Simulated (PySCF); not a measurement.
Runs of PySCF 2.14.0 on C2NH5. The cell holds a molecule in a box, 8 atoms: a = 12.000 Å, b = 13.000 Å, c = 11.000 Å, α = 90.00°, β = 90.00°, γ = 90.00°. 

| task | level | conv_tol | exxdiv | grid for exchange and correlation | frozen core bands | three-body dispersion term | gap on the mesh (eV) |
| --- | --- | --- | --- | --- | --- | --- | --- |
| atomic charges | SCAN0 | 1e-07 Ha | ewald | Becke, atom-centred | - | - | 8.10 |
| excitation energies (Tamm-Dancoff) | PBE0 | 1e-08 Ha | ewald | Becke, atom-centred | 3 | - | 7.71 |
| atomic charges | B3LYP5+D3 | 1e-07 Ha | ewald | Becke, atom-centred | - | no | 7.19 |
| atomic charges | PBE0+D4 | 1e-07 Ha | ewald | Becke, atom-centred | - | yes | 7.71 |
| CCSD(T) correlation energy | HF | 1e-08 Ha | ewald | - | 3 | - | 16.15 |
| atomic charges | TASK | 1e-07 Ha | - | Becke, atom-centred | - | - | (a) |

Alike in all rows: potentials or basis cc-pvdz (all-electron); no spin polarisation; cell as given; k mesh 1 × 1 × 1; smearing fixed.

Problem. Estimate the missing entries.

Solution. (a) 5.84.

Caveats: this is a molecule in a periodic box at the Γ point, so its band gap is the HOMO-LUMO gap; the basis of atomic orbitals isn't converged, which shifts pressures, moduli and gaps; the basis is small and the box finite, so much correlation energy is missing and levels can be off by tenths of an eV (some runs); the iterative solver can pass over a root and still report convergence (some runs).

A k mesh can miss the band edges.

Not every run made on this cell is shown here.
